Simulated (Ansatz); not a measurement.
**CH7AlBFOSi: up Jacob's ladder to CCSD(T)**

The task here is to estimate one member of a computed series from the others.

Method: functionals in def2-TZVPP, the program's frozen cores in correlated methods; program: Ansatz 0.2.0, Gaussian basis.

The runs, in order: PBE-D4, r2SCAN-D4, PBE0-D4, B3LYP-D4, ωB97X-V, ωB97M-V, B2PLYP; CCSD(T)/def2-TZVPP; MP2/def2-QZVPP; extrapolation to the limit.

### Structure used throughout

An earlier PBE0-D4 in a triple-zeta def2 set relaxation fixed the geometry.

13 atoms, charge 0, spin multiplicity 1.

Atoms are counted from 1 here; the program's logs count them from 0.

Bond lengths: B1–C2 1.563 Å, B1–Al4 2.476 Å, B1–O5 1.590 Å, B1–H7 1.232 Å, B1–H8 1.191 Å, C2–F3 1.346 Å, C2–Al4 1.939 Å, C2–O5 1.514 Å, Al4–H9 1.582 Å, Al4–H10 1.581 Å, O5–Si6 1.695 Å, Si6–H11 1.478 Å, Si6–H12 1.478 Å, Si6–H13 1.478 Å. Angles: C2–B1–Al4 51.5°, C2–B1–O5 57.4°, C2–B1–H7 113.1°, C2–B1–H8 125.6°, Al4–B1–O5 83.4°, Al4–B1–H7 62.5°, Al4–B1–H8 156.0°, O5–B1–H7 109.1°, O5–B1–H8 116.0°, H7–B1–H8 118.6°, B1–C2–F3 121.9°, B1–C2–Al4 89.3°, B1–C2–O5 62.2°, F3–C2–Al4 139.4°, F3–C2–O5 110.6°, Al4–C2–O5 106.9°, B1–Al4–C2 39.2°, B1–Al4–H9 110.2° and more.

The first run:

File in.yaml:

```yaml
crystal:
  periodic: [false, false, false]
  atoms:
    - {symbol: B, position_ang: [0.126357, -0.991139, -0.566132]}
    - {symbol: C, position_ang: [-0.727480, -0.303548, 0.548525]}
    - {symbol: F, position_ang: [-1.928363, 0.244163, 0.286955]}
    - {symbol: Al, position_ang: [0.109356, -1.453032, 1.866281]}
    - {symbol: O, position_ang: [0.378559, 0.506026, -0.094590]}
    - {symbol: Si, position_ang: [0.138367, 1.886497, -1.047869]}
    - {symbol: H, position_ang: [1.019777, -1.710374, -0.116840]}
    - {symbol: H, position_ang: [-0.201042, -1.132725, -1.702790]}
    - {symbol: H, position_ang: [-0.692472, -2.783161, 2.164666]}
    - {symbol: H, position_ang: [1.481684, -1.044399, 2.536025]}
    - {symbol: H, position_ang: [-0.878451, 1.638570, -2.091394]}
    - {symbol: H, position_ang: [1.469186, 2.139988, -1.638687]}
    - {symbol: H, position_ang: [-0.275278, 2.968335, -0.129351]}
basis:
  gaussian: {orbitals: def2-TZVPP}
hamiltonian: {xc: pbe, dispersion: d4}
output: {forces: true, orbitals: {seedname: orbitals}}
```

Run with:

```sh
$ ansatz run in.yaml --threads 2 --pin off --events-out ev --progress --plain --max-ram 32768MiB --backend cuda --devices 0, --max-vram 18GiB
```

Steps of the session up to this table: PBE-D4 (GGA); r2SCAN-D4 (meta-GGA); PBE0-D4 (hybrid); B3LYP-D4 (hybrid); ωB97X-V (range-separated); ωB97M-V (range-separated); B2PLYP (double hybrid); CCSD(T) in def2-TZVPP; MP2 in def2-QZVPP.

One of the session's tables, all rows but one given; the rest of the session is left out.

```
            method  atomisation energy (kJ/mol)
            PBE-D4                       4324.6
         r2SCAN-D4                       4301.8
           PBE0-D4                       4250.9
          B3LYP-D4                       4266.5
           ωB97X-V                       4303.7
           ωB97M-V                       4297.8
            B2PLYP                       4217.0
     HF/def2-TZVPP                       3108.3
    MP2/def2-TZVPP                       4231.1
   CCSD/def2-TZVPP                       4095.9
CCSD(T)/def2-TZVPP                       4160.2
           MP2/CBS                       4342.9
       CCSD(T)/CBS                            ?
```

Estimate the missing values for CCSD(T)/CBS.

The run gave: atomisation energy (kJ/mol): 4272.0. In the column «atomisation energy (kJ/mol)» it lies between B3LYP-D4 (4266.5) and ωB97M-V (4297.8).
